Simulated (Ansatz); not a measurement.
Born–Oppenheimer molecular dynamics of a periodic cell of 16 atoms, WC (start crystal WC, start structure P-6m2, volume 1.15 times the crystal's). It starts from a structure without forces on its atoms.

Method: DFT PBE, scalar-relativistic, plane waves, PAW in Ansatz 0.2.0. Settings: accuracy low, PAW set soft_1, cutoff 420 eV, k mesh 2x2x2, fermi-dirac smearing 0.3 eV, no spin polarisation.

* ensemble: NVT, Langevin thermostat
* time step: 1.5 fs
* steps asked: 340
* set temperature: 300 K
* friction: 0.02 /fs
* temperature schedule: 340 steps to 3500 K
* seed: 384716

Frames 15 fs apart, positions in Å, forces in eV/Å.

Velocities at 0.0 fs (Å/ps):

```
W -0.86 1.78 0.16
C -3.72 2.21 -2.92
W -0.62 -0.49 -1.97
C -0.36 6.00 -1.37
W -0.44 2.32 0.16
C -2.85 1.18 -0.80
W -0.60 -0.78 0.38
C 5.29 7.38 -5.96
W -0.10 -0.06 1.72
C -3.90 -7.72 4.53
W 1.78 -2.74 1.27
C -3.89 -2.33 -4.31
W 0.85 0.24 0.40
C 3.84 2.85 -4.10
W 0.15 -0.42 -1.05
C 3.08 -7.43 -1.40
```

```xyz
16
Lattice="-3.0338 -5.2547 0.0000 4.5507 -2.6273 0.0000 0.0000 0.0000 5.9366" Properties=species:S:1:pos:R:3:forces:R:3 time_fs=0.0 energy_less_start_eV=0.000 T=281
W 0.000 -5.255 0.000 0.05 -0.03 0.00
C 1.517 -4.379 1.484 -0.05 0.03 0.00
W 0.000 -5.255 2.968 0.05 -0.03 0.00
C 1.517 -4.379 4.452 -0.05 0.03 0.00
W -1.517 -2.627 0.000 0.05 -0.03 0.00
C 0.000 -1.752 1.484 -0.05 0.03 0.00
W -1.517 -2.627 2.968 0.05 -0.03 0.00
C 0.000 -1.752 4.452 -0.05 0.03 0.00
W 1.517 -2.627 0.000 0.05 -0.03 0.00
C 3.034 -1.752 1.484 -0.05 0.03 0.00
W 1.517 -2.627 2.968 0.05 -0.03 0.00
C 3.034 -1.752 4.452 -0.05 0.03 0.00
W 0.000 0.000 0.000 0.05 -0.03 0.00
C -1.517 -4.379 1.484 -0.05 0.03 0.00
W 0.000 0.000 2.968 0.05 -0.03 0.00
C -1.517 -4.379 4.452 -0.05 0.03 0.00
16
Lattice="-3.0338 -5.2547 0.0000 4.5507 -2.6273 0.0000 0.0000 0.0000 5.9366" Properties=species:S:1:pos:R:3:forces:R:3 time_fs=15.0 energy_less_start_eV=0.349 T=228
W -0.001 -5.236 0.008 0.03 -0.23 -0.56
C 1.446 -4.324 1.482 0.65 -0.78 -0.10
W -0.004 -5.261 2.934 0.08 0.01 0.69
C 1.536 -4.311 4.463 -0.03 -0.78 -0.02
W -1.526 -2.596 0.002 0.29 -0.29 -0.31
C -0.013 -1.738 1.457 -0.10 -0.15 0.16
W -1.523 -2.644 2.959 0.33 0.27 0.15
C 0.089 -1.699 4.424 -0.96 -0.42 0.24
W 1.516 -2.616 0.025 0.08 0.08 -0.50
C 3.031 -1.867 1.546 -0.11 1.18 -0.76
W 1.543 -2.667 2.979 -0.61 0.74 0.03
C 3.022 -1.745 4.409 0.44 0.02 0.46
W 0.013 0.019 0.007 -0.02 -0.42 -0.48
C -1.520 -4.388 1.417 -0.12 0.21 0.57
W -0.001 0.000 2.954 0.41 -0.23 0.35
C -1.474 -4.425 4.426 -0.35 0.78 0.06
16
Lattice="-3.0338 -5.2547 0.0000 4.5507 -2.6273 0.0000 0.0000 0.0000 5.9366" Properties=species:S:1:pos:R:3:forces:R:3 time_fs=30.0 energy_less_start_eV=0.429 T=275
W 0.018 -5.227 0.024 -0.27 -0.05 -0.99
C 1.451 -4.340 1.549 0.56 -0.48 -0.87
W -0.030 -5.262 2.906 0.56 0.02 1.49
C 1.536 -4.311 4.456 0.06 -0.63 0.29
W -1.533 -2.565 0.001 0.51 -0.57 -0.40
C -0.042 -1.725 1.467 0.24 -0.23 0.04
W -1.514 -2.659 2.947 0.13 0.88 0.34
C 0.043 -1.721 4.435 -0.25 -0.04 0.22
W 1.524 -2.596 0.040 -0.17 -0.10 -0.77
C 3.021 -1.808 1.539 0.00 0.59 -0.61
W 1.553 -2.694 2.979 -0.73 1.48 0.35
C 3.074 -1.714 4.461 -0.10 -0.15 0.06
W 0.021 0.052 0.020 -0.30 -0.67 -0.96
C -1.567 -4.388 1.436 0.48 0.37 0.36
W 0.013 0.009 2.939 -0.05 -0.23 0.83
C -1.438 -4.334 4.382 -0.66 -0.19 0.62
16
Lattice="-3.0338 -5.2547 0.0000 4.5507 -2.6273 0.0000 0.0000 0.0000 5.9366" Properties=species:S:1:pos:R:3:forces:R:3 time_fs=45.0 energy_less_start_eV=0.616 T=306
W 0.028 -5.234 0.001 -0.45 0.52 -0.72
C 1.477 -4.393 1.541 0.39 0.46 -0.62
W -0.040 -5.257 2.890 0.82 0.34 1.76
C 1.521 -4.370 4.455 -0.13 0.22 0.08
W -1.536 -2.545 -0.002 0.70 -0.46 -0.28
C -0.001 -1.702 1.485 0.15 -0.14 0.04
W -1.509 -2.659 2.932 0.16 1.67 0.88
C -0.058 -1.701 4.482 0.94 -0.02 -0.17
W 1.529 -2.591 0.045 -0.30 0.00 -1.04
C 3.016 -1.683 1.471 0.25 -0.69 0.13
W 1.563 -2.689 2.968 -0.75 1.32 0.39
C 3.072 -1.738 4.495 -0.31 0.11 -0.39
W 0.023 0.079 0.013 -0.11 -0.47 -0.67
C -1.503 -4.247 1.489 -0.19 -1.30 -0.34
W 0.042 0.025 2.927 -0.67 0.00 0.94
C -1.458 -4.218 4.462 -0.52 -1.58 0.03
16
Lattice="-3.0338 -5.2547 0.0000 4.5507 -2.6273 0.0000 0.0000 0.0000 5.9366" Properties=species:S:1:pos:R:3:forces:R:3 time_fs=60.0 energy_less_start_eV=0.596 T=483
W 0.024 -5.260 -0.025 -0.32 0.91 -0.05
C 1.497 -4.426 1.460 0.46 0.65 0.39
W -0.019 -5.252 2.890 0.84 -0.10 1.31
C 1.502 -4.319 4.464 0.15 -0.39 -0.12
W -1.508 -2.543 -0.024 0.28 -0.64 0.47
C 0.031 -1.723 1.538 0.00 -0.10 -0.27
W -1.492 -2.662 2.942 0.01 1.42 0.73
C -0.042 -1.696 4.516 0.64 -0.03 -0.53
W 1.536 -2.590 0.013 -0.47 -0.19 -0.46
C 3.053 -1.754 1.411 -0.03 0.22 1.03
W 1.558 -2.671 2.972 -0.53 0.92 -0.26
C 3.040 -1.709 4.498 -0.03 -0.15 -0.67
W 0.013 0.107 -0.011 0.21 -1.49 0.05
C -1.449 -4.288 1.557 -0.64 -0.87 -0.80
W 0.052 0.026 2.937 -0.60 -0.19 0.66
C -1.514 -4.324 4.599 0.04 0.03 -1.48
16
Lattice="-3.0338 -5.2547 0.0000 4.5507 -2.6273 0.0000 0.0000 0.0000 5.9366" Properties=species:S:1:pos:R:3:forces:R:3 time_fs=75.0 energy_less_start_eV=0.832 T=510
W -0.005 -5.273 -0.048 0.61 0.50 0.85
C 1.655 -4.422 1.375 -1.44 0.48 1.07
W 0.002 -5.273 2.934 0.56 0.22 0.06
C 1.554 -4.261 4.456 -0.14 -1.18 -0.21
W -1.480 -2.543 -0.042 0.23 -0.95 0.45
C -0.011 -1.756 1.489 0.44 0.01 0.13
W -1.478 -2.678 2.957 0.04 1.06 -0.03
C 0.056 -1.705 4.504 -0.49 0.15 -0.59
W 1.549 -2.593 -0.014 -0.26 -0.21 0.21
C 3.068 -1.846 1.508 -0.35 1.13 -0.17
W 1.541 -2.638 2.975 -0.22 0.02 -0.92
C 2.972 -1.719 4.333 0.90 0.13 1.21
W -0.009 0.121 -0.022 0.77 -1.98 0.66
C -1.513 -4.422 1.563 0.25 0.25 -0.65
W 0.040 0.015 2.990 -0.43 -0.40 -0.55
C -1.468 -4.391 4.586 -0.48 0.77 -1.54
16
Lattice="-3.0338 -5.2547 0.0000 4.5507 -2.6273 0.0000 0.0000 0.0000 5.9366" Properties=species:S:1:pos:R:3:forces:R:3 time_fs=90.0 energy_less_start_eV=1.095 T=584
W -0.026 -5.284 -0.050 0.66 0.72 1.06
C 1.616 -4.365 1.461 -0.75 -0.32 -0.38
W 0.031 -5.312 2.993 -0.19 1.86 -2.03
C 1.583 -4.453 4.318 -0.28 1.17 1.08
W -1.444 -2.558 -0.055 -0.97 -0.74 0.77
C -0.033 -1.836 1.417 0.82 0.75 0.42
W -1.460 -2.685 2.967 -0.41 1.18 -1.09
C 0.073 -1.657 4.422 -0.39 -0.65 0.35
W 1.560 -2.591 -0.032 -0.41 -0.49 0.43
C 2.991 -1.780 1.508 0.51 0.43 -0.71
W 1.533 -2.586 2.967 0.11 -1.20 -0.79
C 3.045 -1.645 4.293 -0.08 -1.39 2.18
W -0.009 0.094 -0.022 0.55 -1.14 0.69
C -1.574 -4.497 1.511 0.68 0.86 -0.45
W 0.025 0.004 3.039 -0.14 0.16 -2.05
C -1.509 -4.266 4.425 0.30 -1.21 0.51
16
Lattice="-3.0338 -5.2547 0.0000 4.5507 -2.6273 0.0000 0.0000 0.0000 5.9366" Properties=species:S:1:pos:R:3:forces:R:3 time_fs=105.0 energy_less_start_eV=1.268 T=622
W -0.017 -5.255 -0.028 0.95 0.67 0.62
C 1.565 -4.291 1.394 -0.01 -0.88 0.35
W 0.047 -5.319 3.010 -0.40 1.39 -1.27
C 1.633 -4.502 4.339 -0.89 1.31 0.73
W -1.411 -2.586 -0.054 -1.37 -0.61 0.76
C 0.068 -1.788 1.361 -0.55 0.69 0.94
W -1.474 -2.700 2.969 0.07 1.20 -1.40
C 0.048 -1.674 4.426 -0.09 -0.95 0.04
W 1.571 -2.591 -0.047 -0.46 -0.39 0.69
C 2.912 -1.610 1.438 1.20 -1.21 0.10
W 1.529 -2.532 2.957 0.51 -1.75 -0.46
C 3.087 -1.733 4.517 -0.63 0.05 -1.06
W -0.015 0.058 -0.023 0.96 -0.66 0.94
C -1.480 -4.460 1.463 -0.46 0.98 -0.06
W 0.031 -0.029 3.048 -0.30 0.62 -2.36
C -1.594 -4.350 4.332 1.46 -0.47 1.44
16
Lattice="-3.0338 -5.2547 0.0000 4.5507 -2.6273 0.0000 0.0000 0.0000 5.9366" Properties=species:S:1:pos:R:3:forces:R:3 time_fs=120.0 energy_less_start_eV=1.321 T=826
W 0.006 -5.212 -0.004 0.67 -0.18 0.05
C 1.631 -4.370 1.302 -0.41 0.01 1.58
W 0.062 -5.307 3.002 -0.34 1.21 -0.45
C 1.632 -4.329 4.456 -0.68 -0.73 -0.55
W -1.387 -2.616 -0.039 -1.59 -0.02 0.57
C 0.044 -1.773 1.523 -0.29 0.56 -0.20
W -1.484 -2.698 2.964 -0.02 0.94 -0.15
C 0.124 -1.683 4.486 -1.00 -0.82 -0.29
W 1.586 -2.603 -0.034 -0.88 -0.34 1.12
C 3.009 -1.579 1.449 0.31 -1.60 0.40
W 1.538 -2.503 2.949 0.81 -2.17 0.08
C 2.994 -1.861 4.556 1.02 1.75 -1.53
W -0.042 0.052 -0.009 1.50 -0.81 0.98
C -1.456 -4.346 1.504 -0.24 -0.35 -0.01
W 0.019 -0.087 3.007 0.03 1.78 -0.76
C -1.585 -4.449 4.535 1.12 0.77 -0.84
16
Lattice="-3.0338 -5.2547 0.0000 4.5507 -2.6273 0.0000 0.0000 0.0000 5.9366" Properties=species:S:1:pos:R:3:forces:R:3 time_fs=135.0 energy_less_start_eV=1.452 T=1035
W 0.039 -5.179 0.028 0.57 -0.96 0.04
C 1.618 -4.424 1.433 -0.60 0.59 0.57
W 0.060 -5.279 3.008 0.33 1.16 -0.55
C 1.471 -4.292 4.486 0.86 -0.35 -0.26
W -1.393 -2.627 -0.018 -1.47 0.41 0.46
C -0.070 -1.661 1.654 0.91 -1.79 -2.19
W -1.512 -2.694 2.923 0.22 1.13 1.61
C 0.033 -1.728 4.471 -0.23 -0.02 0.33
W 1.581 -2.626 0.002 -0.09 0.40 -0.06
C 3.164 -1.802 1.551 -1.43 0.71 -0.47
W 1.533 -2.490 2.966 0.66 -2.38 0.31
C 3.075 -1.617 4.418 -0.25 -1.50 1.11
W -0.052 0.012 0.026 1.67 -0.13 -0.50
C -1.408 -4.349 1.627 -0.43 -0.77 -1.25
W 0.010 -0.117 2.957 0.28 3.43 1.53
C -1.398 -4.357 4.577 -0.99 0.07 -0.69
16
Lattice="-3.0338 -5.2547 0.0000 4.5507 -2.6273 0.0000 0.0000 0.0000 5.9366" Properties=species:S:1:pos:R:3:forces:R:3 time_fs=150.0 energy_less_start_eV=2.031 T=830
W 0.099 -5.133 0.050 -0.68 -1.80 -0.32
C 1.554 -4.404 1.634 -0.36 0.33 -1.44
W 0.072 -5.280 3.019 -0.39 0.56 -0.60
C 1.430 -4.416 4.475 1.91 1.41 0.22
W -1.394 -2.605 0.009 -1.75 -0.88 -0.03
C -0.007 -1.775 1.548 0.22 -0.44 -0.79
W -1.524 -2.670 2.914 0.78 0.02 1.72
C -0.139 -1.755 4.491 1.78 0.77 -0.28
W 1.562 -2.638 0.052 -0.32 0.19 -0.83
C 3.057 -1.968 1.537 0.13 1.47 -0.55
W 1.544 -2.532 2.963 0.05 -2.14 0.96
C 3.185 -1.641 4.355 -1.04 -1.55 1.73
W -0.045 -0.005 0.033 1.21 -0.21 -0.48
C -1.454 -4.534 1.643 -0.40 1.11 -1.38
W -0.016 -0.128 2.947 0.67 1.82 1.03
C -1.247 -4.264 4.416 -1.82 -0.65 1.04
16
Lattice="-3.0338 -5.2547 0.0000 4.5507 -2.6273 0.0000 0.0000 0.0000 5.9366" Properties=species:S:1:pos:R:3:forces:R:3 time_fs=165.0 energy_less_start_eV=1.760 T=1005
W 0.131 -5.100 0.076 -1.38 -2.37 -1.18
C 1.529 -4.461 1.554 0.03 0.78 -0.28
W 0.059 -5.294 3.018 -0.48 0.16 -0.26
C 1.687 -4.307 4.455 -1.14 -0.53 0.06
W -1.402 -2.595 0.020 -1.46 -1.00 -0.69
C 0.027 -1.790 1.433 -0.47 0.04 0.64
W -1.513 -2.637 2.926 0.53 -0.48 1.12
C 0.051 -1.679 4.529 0.25 -0.76 -0.41
W 1.515 -2.650 0.088 0.97 0.27 -2.32
C 3.024 -1.924 1.375 0.27 1.41 1.42
W 1.565 -2.595 2.953 0.30 -1.00 1.07
C 3.140 -1.866 4.405 -0.72 1.35 0.21
W 0.006 0.014 0.015 0.61 -0.38 -0.47
C -1.657 -4.519 1.578 1.91 1.10 -0.73
W -0.056 -0.147 2.957 1.45 1.71 0.44
C -1.339 -4.309 4.330 -0.67 -0.31 1.38
```

Of the whole run (510 fs, mean temperature of the second half 2345 K): The schedule's set-point averaged 2700 K over the second half and the system 2345 K. A run of 0.51 ps of so small a system gives no equilibrium averages. Limits of this set-up: coarse k mesh, low accuracy level.

The run took 30 min on 1 thread of Intel(R) Xeon(R) Platinum 8259CL CPU @ 2.50GHz (Skylake/Cascade Lake), with other jobs on the host, peak memory 0.71 GiB.
